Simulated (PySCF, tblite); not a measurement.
# C₅H₈BCl: geometry, infrared bands and NMR shifts

Aim: predict the infrared bands and NMR shifts of C₅H₈BCl (`ClC[C@@H]1BCC=C1`).

Computed with tblite 0.8.0 and PySCF 2.14.0, with density-fitted response routines of our own, on a single molecule in the gas phase. Atoms are numbered from 0 throughout.

### 1 Starting geometry

15 atoms, charge 0, multiplicity 1; geometry from: force field or distance geometry start.

Bonds of the start (Å): Cl0–C1 1.77, C1–C2 1.49, C2–B3 1.58, B3–C4 1.59, C4–C5 1.48, C5–C6 1.32, C6–C2 1.48, C1–H7 1.12, C1–H8 1.13, C2–H9 1.11, B3–H10 1.19, C4–H11 1.11, C4–H12 1.11, C5–H13 1.10, C6–H14 1.10.

### 2 Relaxing the molecule with GFN2-xTB

What the job is given:

```
{"job": {"kind": "relax", "xc": "GFN2-xTB", "basis": "xTB"}, "charge": 0, "multiplicity": 1}
Cl     1.348200    -1.475600    -1.303300
C      1.787600    -0.142700    -0.225400
C      0.638500     0.564300     0.401400
B     -0.288400    -0.378400     1.259000
C     -1.442900    -0.797100     0.246900
C     -1.396400     0.315900    -0.729200
C     -0.297900     1.033700    -0.641900
H      2.405800     0.561700    -0.842000
H      2.418900    -0.556500     0.613300
H      1.007000     1.403000     1.024900
H     -0.323400    -0.346600     2.444000
H     -1.140100    -1.728100    -0.286400
H     -2.426000    -0.869100     0.748200
H     -2.195700     0.516900    -1.450800
H     -0.099500     1.906400    -1.280700
```

Run with:

```bash
$ OMP_NUM_THREADS=1 python probes_run.py task.json out
```

This one command runs all jobs of the session in turn.

**Question.** This job is followed by: GFN2-xTB harmonic vibrations, gas phase; GIAO PBE0/pcSseg-1 NMR shielding, non-relativistic, gas phase. What will the session give for the following? strongest single infrared mode (GFN2-xTB); zero-point energy (GFN2-xTB); 13C shifts against TMS (PBE0/pcSseg-1); 1H shifts against TMS (PBE0/pcSseg-1); 35Cl shifts against HCl (PBE0/pcSseg-1); 11B shifts against BF3·OEt2 (PBE0/pcSseg-1).

The runs gave:

| quantity | value |
| --- | --- |
| strongest single infrared mode (GFN2-xTB) | 2691 cm⁻¹, 102 km/mol |
| zero-point energy (GFN2-xTB) | 72.6 kcal/mol |
| 13C shifts against TMS (PBE0/pcSseg-1) | 144.0, 143.5, 53.7, 52.0, 39.8 ppm |
| 1H shifts against TMS (PBE0/pcSseg-1) | 8.63, 6.55, 6.15, 4.38, 3.87, 2.68, 2.48, 2.35 ppm |
| 35Cl shifts against HCl (PBE0/pcSseg-1) | 93 ppm |
| 11B shifts against BF3·OEt2 (PBE0/pcSseg-1) | 95.6 ppm |

**Reading.** Over 63 steps the energy fell by 0.483 eV; of the close pairs, C1–C2 changed most, 1.488 to 1.527 Å. No mode is imaginary among the 39: a minimum at this level. The strongest single mode, at 2691 cm⁻¹, moves mainly H10. GFN2-xTB is a fitted tight-binding method: band positions and strengths are rough. Its intensities can rank the bands wrongly. At PBE0/pcSseg-1: Shielding is most anisotropic at Cl0 (span 421 ppm, paramagnetic term -290 ppm).
